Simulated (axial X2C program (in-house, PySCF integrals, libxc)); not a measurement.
# A two-component session on WH⁻: properties at the nuclei

Wanted for WH⁻: properties at the nuclei, at the two-component level.

Method: two-component X2C with atomic mean-field terms, W dyall-acv3z, H dyall-av3z; program: an in-house X2C program for linear molecules on PySCF integrals.

All values are calculated.

### 1 The job

task.json

```json
{"zs": [74, 1], "q": -1, "bas": ["dyall-acv3z", "dyall-av3z"], "r0": 1.69, "levels": ["PBE0", "HF", "BP86", "LDA", "PBE50"], "nst": 3}
```

Keys: zs atomic numbers; q charge; bas basis sets; r0 starting distance in Å; levels methods (HF also brings MP2); nst determinants followed.

On the command line:

```console
$ python soeom.py task.json out
```

Nuclei are Gaussian, cores are contracted, and the Gaunt term is on.

### 2 Expectation values, lowest determinant

R = 1.739 Å. State: Ω = 2 (excess of +ω over −ω: ω = -1/2, ω = 5/2).

Output of the PBE0 run:

```text
two-component X2C + atomic mean field  PBE0
basis functions 220  fitting functions 1060  grid points 5075
iter        total energy     max residual
   1     -16136.186333946     2.33e+01
   2     -16142.563526697     8.69e-02
   3     -16137.679764305     3.01e-01
   4     -16142.725780651     5.02e-02
   5     -16142.837725444     1.99e-02
   6     -16142.834102242     2.82e-02
   7     -16142.850352918     2.89e-03
   8     -16142.850983147     3.02e-03
   9     -16142.851548132     9.16e-04
  10     -16142.851749690     6.17e-04
  11     -16142.851824983     2.14e-04
  12     -16142.851830583     4.75e-05
  13     -16142.851831065     4.12e-05
  14     -16142.851831187     4.51e-06
  15     -16142.851831193     1.45e-06
  16     -16142.851831194     5.01e-07
converged
one-electron -22195.94640191  Coulomb 6373.58000330  exact exchange -80.95139754  xc functional -248.04520342  nuclear repulsion 22.51817919  atomic mean-field constant -14.00701082
```

The highest occupied spinor is 51% W s, 32% W p, 8% H s.

```csv
level,Eeff magnitude (GV/cm),Ws magnitude W (kHz),A∥/gI W (MHz),qzz W (a.u.),A∥/gI H (MHz),qzz H (a.u.)
PBE0,12,6.43,551,-2.67,-3.98,0.10
HF,3.98,2.76,1170,-3.20,-4.1,0.11
BP86,6.9,3.71,414,-1.90,-3.57,0.10
LDA,5.42,2.96,305,-1.66,-3.04,0.10
PBE50,16.8,9,642,-3.29,-3.85,0.11
```

Eeff is the effective electric field on the electron dipole moment in this Ω state and Ws the scalar–pseudoscalar constant (defined with the proton number Z and per Ω); A∥ is the parallel hyperfine constant, which follows by multiplying with the nuclear g factor gI = μI/(I μN); qzz is the electric field gradient, eQq0 = 234.96 MHz × Q/barn × qzz. The operators were transformed with the bare-nucleus X2C matrices.

### 3 Expectation values, a higher determinant

R = 1.739 Å. State: Ω = 3 (excess of +ω over −ω: ω = 1/2, ω = 5/2), 0.22 eV above the lowest in the PBE0 search for states (made at or near this distance, with looser thresholds).

Output of the PBE0 run:

```text
two-component X2C + atomic mean field  PBE0
basis functions 220  fitting functions 1060  grid points 5075
iter        total energy     max residual
   1     -16136.390282113     2.38e+01
   2     -16142.601861485     8.19e-02
   3     -16138.340670098     2.95e-01
   4     -16142.738738855     4.59e-02
   5     -16142.830886549     2.08e-02
   6     -16142.815548437     3.20e-02
   7     -16142.843420666     4.59e-03
   8     -16142.844114343     2.66e-03
   9     -16142.844433871     1.41e-03
  10     -16142.844568044     3.86e-04
  11     -16142.844581374     1.38e-04
  12     -16142.844583602     3.04e-05
  13     -16142.844583786     2.55e-05
  14     -16142.844583853     7.10e-06
  15     -16142.844583864     2.03e-06
  16     -16142.844583865     5.17e-07
converged
one-electron -22194.87894262  Coulomb 6372.54848773  exact exchange -80.96296172  xc functional -248.06233564  nuclear repulsion 22.51817919  atomic mean-field constant -14.00701082
```

The highest occupied spinor is 71% W p, 17% W d, 6% W s.

```csv
level,Eeff magnitude (GV/cm),Ws magnitude W (kHz),A∥/gI W (MHz),qzz W (a.u.),A∥/gI H (MHz),qzz H (a.u.)
PBE0,25.2,8.63,1250,-5.14,0.464,0.11
HF,14.9,5.27,849,-6.36,-2.98,0.11
BP86,26.2,8.9,1380,-4.56,1.71,0.10
LDA,27.4,9.33,1330,-4.70,2.78,0.10
PBE50,23.3,8.05,1140,-5.99,-0.156,0.11
```

### 4 Expectation values, a higher determinant

R = 1.739 Å. State: Ω = 4 (excess of +ω over −ω: ω = 3/2, ω = 5/2), 0.59 eV above the lowest in the PBE0 search for states (made at or near this distance, with looser thresholds).

Output of the PBE0 run:

```text
two-component X2C + atomic mean field  PBE0
basis functions 220  fitting functions 1060  grid points 5075
iter        total energy     max residual
   1     -16136.446544888     2.38e+01
   2     -16142.311097215     1.16e-01
   3     -16137.421026135     3.70e-01
   4     -16142.700046170     4.44e-02
   5     -16141.290846238     2.74e-01
   6     -16142.748333046     3.52e-02
   7     -16142.729499742     7.31e-02
   8     -16142.773611864     5.08e-02
   9     -16142.812674264     2.44e-02
  10     -16142.825370432     9.58e-03
  11     -16142.829184832     1.65e-03
  12     -16142.829263076     7.03e-04
  13     -16142.829278641     1.89e-04
  14     -16142.829279631     5.55e-05
  15     -16142.829279881     2.22e-05
  16     -16142.829279940     3.84e-06
  17     -16142.829279943     1.11e-06
  18     -16142.829279943     4.10e-07
converged
one-electron -22189.59150188  Coulomb 6367.21123939  exact exchange -80.94902960  xc functional -248.01115622  nuclear repulsion 22.51817919  atomic mean-field constant -14.00701082
```

The highest occupied spinor is 97% W p, 2% H p.

```
level  Eeff magnitude (GV/cm)  Ws magnitude W (kHz)  A∥/gI W (MHz)  qzz W (a.u.)  A∥/gI H (MHz)  qzz H (a.u.)
 PBE0                    24.8                  5.92           1040         -0.49         -0.872          0.10
   HF                    29.7                  7.18            837         -2.02          -1.79          0.11
 BP86                    23.6                  5.56           1100          0.09         -0.226          0.10
  LDA                    24.5                  5.68           1070          0.36          0.271          0.10
PBE50                    25.7                  6.16           1010         -0.97          -1.11          0.10
```

### 5 Outcome

| quantity | value |
| --- | --- |
| lowest determinant | Ω = 2 (excess of +ω over −ω: ω = -1/2, ω = 5/2) |
| Eeff magnitude (GV/cm), PBE0 | 12 |
| Ws magnitude W (kHz), PBE0 | 6.43 |
| A∥/gI W (MHz), PBE0 | 551 |
| qzz W (a.u.), PBE0 | -2.67 |
| higher determinant | Ω = 3 (excess of +ω over −ω: ω = 1/2, ω = 5/2) |
| Eeff magnitude (GV/cm), PBE0, higher determinant | 25.2 |
| Ws magnitude W (kHz), PBE0, higher determinant | 8.63 |
| A∥/gI W (MHz), PBE0, higher determinant | 1250 |
| qzz W (a.u.), PBE0, higher determinant | -5.14 |
| higher determinant | Ω = 4 (excess of +ω over −ω: ω = 3/2, ω = 5/2) |
| Eeff magnitude (GV/cm), PBE0, higher determinant | 24.8 |
| Ws magnitude W (kHz), PBE0, higher determinant | 5.92 |
| A∥/gI W (MHz), PBE0, higher determinant | 1040 |
| qzz W (a.u.), PBE0, higher determinant | -0.49 |

In words: In the first state, the effective field runs from 3.98 to 16.8 GV/cm over the mean-field levels, so the levels don't agree on it. The expectation values come from single determinants, which for open shells can mix terms of unlike spin or miss the lowest Ω, so a determinant need not be a state. Eeff is the effective electric field on the electron dipole moment in this Ω state and Ws the scalar–pseudoscalar constant (defined with the proton number Z and per Ω); A∥ is the parallel hyperfine constant, which follows by multiplying with the nuclear g factor gI = μI/(I μN); qzz is the electric field gradient, eQq0 = 234.96 MHz × Q/barn × qzz. The operators were transformed with the bare-nucleus X2C matrices.
